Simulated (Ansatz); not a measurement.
# AlGeH₂ (sextet): the correlation ladder, cc-pVDZ

The task here is to estimate one member of a computed series from the others.

The runs use Ansatz 0.2.0, Gaussian basis; cc-pVDZ, core rule «outside noble gas», up to 19 orbitals frozen.

The runs, in order: UHF; CCSD(T) on ROHF; CCSD(T) on UHF; BCCD(T) on ROHF; CISD; CCSDT(Q) on ROHF; CCSDT(Q) on UHF; CASSCF and MRCISD+Q, 9 electrons in 10 orbitals; CASSCF and NEVPT2, 9 electrons in 10 orbitals.

23 further runs of the same task are left out: 2 for a known fault of the program, 9 that didn't finish, 12 set aside as unsound or not needed.

## The geometry

The geometry is a PBE0/def2-TZVP stationary point (not a proven minimum) of the parent state, kept for this charge and spin. No spin-orbit coupling is included. The filled d shell of Ge may be among the frozen orbitals whatever the setting's name suggests; the logs give the count.

4 atoms, charge 0, spin multiplicity 6.

Atoms are counted from 1 here; the program's logs count them from 0.

Bond lengths: Ge1–Al2 2.591 Å, Ge1–H3 1.715 Å, Al2–H3 1.819 Å, Al2–H4 1.618 Å. Angles: Al2–Ge1–H3 44.4°, Ge1–Al2–H3 41.3°, Ge1–Al2–H4 102.7°, H3–Al2–H4 144.0°, Ge1–H3–Al2 94.3°.

Set-up of the first run:

The input, in.yaml:

```yaml
crystal:
  periodic: [false, false, false]
  atoms:
    - {symbol: Ge, position_ang: [0.000000, -0.029427, 0.728639]}
    - {symbol: Al, position_ang: [0.000000, 0.088406, -1.859750]}
    - {symbol: H, position_ang: [0.000000, 1.225864, -0.440379]}
    - {symbol: H, position_ang: [0.000000, -1.471647, -2.287408]}
basis:
  gaussian: {orbitals: cc-pVDZ}
magnetization: {spin_polarized: true, initial_magnetization: 5}
hamiltonian: {xc: hf}
output: {orbitals: {seedname: orbitals}}
```

Started as:

```console
$ ansatz run in.yaml --threads 1 --pin off --events-out ev --progress --plain --max-ram 2393MiB
```

Among the steps run: UHF; CCSD(T) on ROHF; CCSD(T) on UHF; BCCD(T) on ROHF; CISD; CCSDT(Q) on ROHF; CCSDT(Q) on UHF; CASSCF and MRCISD+Q, 9 electrons in 10 orbitals; CASSCF and NEVPT2, 9 electrons in 10 orbitals.

One of the session's tables, all rows but one given; the rest of the session is left out.

It belongs to the step «Misses and costs». 

```
          method  from RCCSDT(Q) (meV)
            ROHF               +3600.6
             UHF               +3521.1
            RMP2                +983.2
            UMP2                +953.9
            CISD                +285.3
           RCCSD                +152.2
           UCCSD                +128.1
        RCCSD(T)                 +42.0
        UCCSD(T)                 +19.4
         BCCD(T)                 +42.1
          RCCSDT                  +4.9
          UCCSDT                     ?
       RCCSDT(Q)                     0
       UCCSDT(Q)                 -22.4
  CASSCF valence               +2359.0
  NEVPT2 valence                +727.5
  MRCISD valence                +176.2
MRCISD+Q valence                 +41.2
```

Q: Estimate the row for UCCSDT from the others.

**Answer.** from RCCSDT(Q) (meV): -17.1. In the column «from RCCSDT(Q) (meV)» it lies between UCCSDT(Q) (-22.4) and RCCSDT(Q) (0).

Caveats from the session: Restricted and unrestricted rows rest on different reference determinants; where their highest levels disagree by more than a few hundredths of an eV, they describe different states and don't form one ladder.
